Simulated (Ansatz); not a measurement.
# Si3C: the cost of one run

Method: reference: DFT, HSE06, plane waves, PAW, in Ansatz 0.2.0.

## (1) The system as given

Symmetry: R3m, No. 160, trigonal system. The conventional cell has a = 3.397 Å, b = 3.397 Å, c = 17.613 Å, α = 90.00°, β = 90.00°, γ = 120.00°. Around C (site symmetry 3m) lie 4 Si at 1.91 to 2.04 Å. Si (site symmetry 3m) is surrounded by 4 Si at 2.23 to 2.34 Å. Si (site symmetry 3m) has 3 C at 2.04 Å and 1 Si at 2.34 Å as nearest neighbours. Si (site symmetry 3m) has 1 C at 1.91 Å as nearest neighbours.

Structure file:

```
CELL_PARAMETERS angstrom
1.69861 0.98069 5.87092
-1.69861 0.98069 5.87092
0.00000 -1.96139 5.87092
ATOMIC_POSITIONS crystal
C 0.99897 0.99897 0.99897
Si 0.49662 0.49662 0.49662
Si 0.36388 0.36388 0.36388
Si 0.89053 0.89053 0.89053
```

## (2) Baseline

File input.yaml:

```yaml
crystal:
  lattice:
    - [1.6986113246, 0.9806937055, 5.8709154094]
    - [-1.6986113246, 0.9806937055, 5.8709154094]
    - [0.0, -1.961387411, 5.8709154094]
  atoms:
    - { symbol: C, position: [0.9989692349, -0.0010307651, -0.0010307651] }
    - { symbol: Si, position: [0.4966196746, 0.4966196746, 0.4966196746] }
    - { symbol: Si, position: [0.3638779033, 0.3638779033, 0.3638779033] }
    - { symbol: Si, position: [0.8905331871, 0.8905331871, 0.8905331871] }
kpoints:
  mp_grid: { grid: [4, 4, 4] }
hamiltonian:
  xc: hse06
scf:
  occupations: { method: fermi_dirac, width: 0.02 }
  n_extra_bands: 5
output:
  forces: true
  stress: true
  eigenvalues: true
```

The run is started by

```bash
$ ansatz run input.yaml --threads 4 --pin off --max-ram 3686MiB --backend cpu --events-out ev --progress --plain --runs-dir out
```

**Question.** How long does this run take on 4 threads of Arm Neoverse N1, shared host, and how much memory does it need?

About 15 s, with a peak of 0.75 GiB.
